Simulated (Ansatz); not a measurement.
# CH2InNO: the cost of one run

The runs use Ansatz 0.2.0, Gaussian basis; the settings change from run to run.

### 1 The molecule

An earlier PBE0-D4 in a triple-zeta def2 set relaxation fixed the geometry. In takes a core potential in def2 sets; no spin-orbit term is included.

6 atoms, charge 0, spin multiplicity 1.

Atoms are counted from 1 here; the program's logs count them from 0.

Bond lengths: C1–N2 1.294 Å, C1–O4 1.311 Å, C1–H5 1.098 Å, N2–In3 2.057 Å, In3–O4 2.180 Å, In3–H6 1.693 Å. Angles: N2–C1–O4 124.1°, N2–C1–H5 119.7°, O4–C1–H5 116.1°, C1–N2–In3 87.8°, N2–In3–O4 65.7°, N2–In3–H6 166.1°, O4–In3–H6 128.2°, C1–O4–In3 82.3°.

### 2 HSE06/def2-TZVPD

Set apart from the defaults: charge +1, multiplicity 2, atoms shaken by 0.08 Å, D3(BJ) with three-body dispersion, the search for lower states set to off.

Contents of in.yaml:

```yaml
crystal:
  periodic: [false, false, false]
  atoms:
    - {symbol: C, position_ang: [0.119469, -0.236843, -0.975212]}
    - {symbol: N, position_ang: [0.097522, 0.888538, -0.923321]}
    - {symbol: In, position_ang: [-0.270894, 0.654634, 1.157947]}
    - {symbol: O, position_ang: [0.152127, -1.106999, -0.024071]}
    - {symbol: H, position_ang: [0.389999, -0.828818, -2.124288]}
    - {symbol: H, position_ang: [-0.450127, 0.805316, 2.724704]}
basis:
  gaussian: {orbitals: def2-TZVPD}
total_charge: 1
magnetization: {spin_polarized: true, initial_magnetization: 1}
hamiltonian: {xc: {name: HSE06}, dispersion: d3bjatm}
scf: {lower_state_search: off}
```

Started as:

```
$ ansatz run in.yaml --threads 2 --pin off --events-out ev --progress --plain --max-ram 4352MiB
```

Q: Estimate wall time and peak memory on 2 threads of Arm Neoverse V1, shared host.

About 7 s, with a peak of 0.49 GiB.
